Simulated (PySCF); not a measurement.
# A diatomic session: ZnF+

An exercise on one series of results from a longer session: the logs are not shown, and one member is left open.

Computed with PySCF 2.14.0. Level: Zn def2-SVPD, F def2-SVPD, no relativity.

Set-up of the first run:

Settings of the job:

```json
{
 "atoms": "Zn, F",
 "charge": "1",
 "basis": "Zn def2-SVPD, F def2-SVPD",
 "Hamiltonian": "no relativity",
 "basis functions": "57",
 "electrons treated": "38",
 "masses in u": "63.9291, 18.9984",
 "levels": "PBE0, PBE, r²SCAN, LDA, BHandHLYP, revPBE, CAM-B3LYP, HF, MP2, SCS-MP2, CCSD, CCSD(T)",
 "grid": "80 radial by 434 angular points",
 "occupations": "held fixed by the projection of orbital angular momentum",
 "dissociation limit": "Zn+ + F, each in its ground configuration",
 "starting distance in angstrom": "1.905",
 "values of 2S to try": "0, 2"
}
```

On the command line:

```
OMP_NUM_THREADS=1 python dia.py task.json out
```

Steps of the session up to this table: Input; PBE0 along the bond; Higher solutions at PBE0; PBE (GGA); r²SCAN; LDA; BHandHLYP (global hybrid GGA); revPBE; CAM-B3LYP (range-separated hybrid); RHF; Correlated methods on the Hartree–Fock reference.

One table of the session follows, with a row left open; its other results are not shown here.

It belongs to the step «The curves together». Energy (eV) from each level's lowest point:

| R (Å) | RHF | RHF-MP2 | RHF-SCS-MP2 | RHF-CCSD | RHF-CCSD(T) |
| --- | --- | --- | --- | --- | --- |
| 1.484 | 1.360 | 1.333 | 1.362 | n/a | n/a |
| 1.552 | 0.587 | 0.595 | 0.612 | 0.600 | 0.619 |
| 1.621 | 0.173 | 0.190 | 0.199 | 0.191 | 0.204 |
| 1.673 | 0.032 | 0.045 | 0.049 | 0.044 | 0.051 |
| 1.725 | 0.000 | 0.000 | 0.000 | 0.000 | 0.000 |
| 1.777 | 0.050 | 0.031 | 0.028 | 0.033 | 0.025 |
| 1.846 | ? | ? | ? | ? | ? |
| 1.932 | 0.516 | 0.414 | 0.403 | 0.424 | 0.386 |
| 2.035 | 0.970 | 0.799 | 0.781 | 0.812 | 0.749 |
| 2.174 | 1.643 | 1.366 | 1.337 | n/a | n/a |

**Question.** Estimate the row for R (Å) = 1.846.

Worked estimate for «RHF». A straight line through the neighbours (1.777, 0.050) and (1.932, 0.516) gives 0.050 + (0.516 − 0.050) × (1.846 − 1.777) / (1.932 − 1.777) = 0.257; a parabola fitted to 4 rows on both sides gives 0.223.

As computed: RHF: 0.212; RHF-MP2: 0.160; RHF-SCS-MP2: 0.153; RHF-CCSD: 0.165; RHF-CCSD(T): 0.145. In «RHF» the line misses by +0.045 and the parabola by +0.011.
